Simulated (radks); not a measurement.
# Cu³⁺ in [Ar] 3d8: an all-electron calculation

An exercise on one series of results from a longer session: the logs are not shown, and one member is left open.

The numbers are computed with radks (a radial shooting solver on a logarithmic mesh, Libxc functionals) version 1 (Dirac Kohn-Sham, PBE, spin-unpolarised, spherical densities, point nucleus; open shells fill j = l - 1/2 first), except any that are marked as measured or tabulated.

## The atom as given

| Quantity | Value |
| --- | --- |
| element | copper (Z = 29) |
| charge | +3 |
| electrons | 26 |
| configuration | [Ar] 3d8 |

Set-up of the first run:

Settings of this run:

```text
Z 29
configuration [Ar] 3d8 4s0 4p0
relativity Dirac
functional pbe,pbe
spin unpolarised
j_filling energy
nucleus point
c 137.035999084
```

Started as:

```
$ python run_ks.py task.json out
```

The same process makes all the runs of this session.

One table of the session follows, with a row left open; its other results are not shown here.

It belongs to the step «Orbitals and density». Radial moments (bohr):

| level | <r> | outermost maximum (interpolated) | 90 % within | nodes |
| --- | --- | --- | --- | --- |
| 1s1/2 | 0.05213 | 0.0341 | 0.0931 | 0 |
| 2s1/2 | 0.2350 | 0.197 | 0.364 | 1 |
| 2p1/2 | 0.2042 | 0.156 | 0.335 | 0 |
| 2p3/2 | 0.2075 | 0.159 | 0.339 | 0 |
| 3s1/2 | 0.7052 | 0.612 | 1.06 | 2 |
| 3p1/2 | 0.7298 | 0.612 | 1.12 | 1 |
| 3p3/2 | ? | ? | ? | ? |
| 3d3/2 | 0.8539 | 0.586 | 1.45 | 0 |
| 3d5/2 | 0.8584 | 0.589 | 1.46 | 0 |
| 4s1/2 | 2.065 | 1.83 | 3.01 | 3 |
| 4p1/2 | 2.372 | 2.09 | 3.48 | 2 |
| 4p3/2 | 2.393 | 2.11 | 3.51 | 2 |

Estimate the missing values for 3p3/2.

As computed: <r>: 0.7397; outermost maximum (interpolated): 0.619; 90 % within: 1.14; nodes: 1. In the column «<r>» it lies between 3p1/2 (0.7298) and 3d3/2 (0.8539).

Limits of these values: Spin polarisation and multiplet splitting are left out.
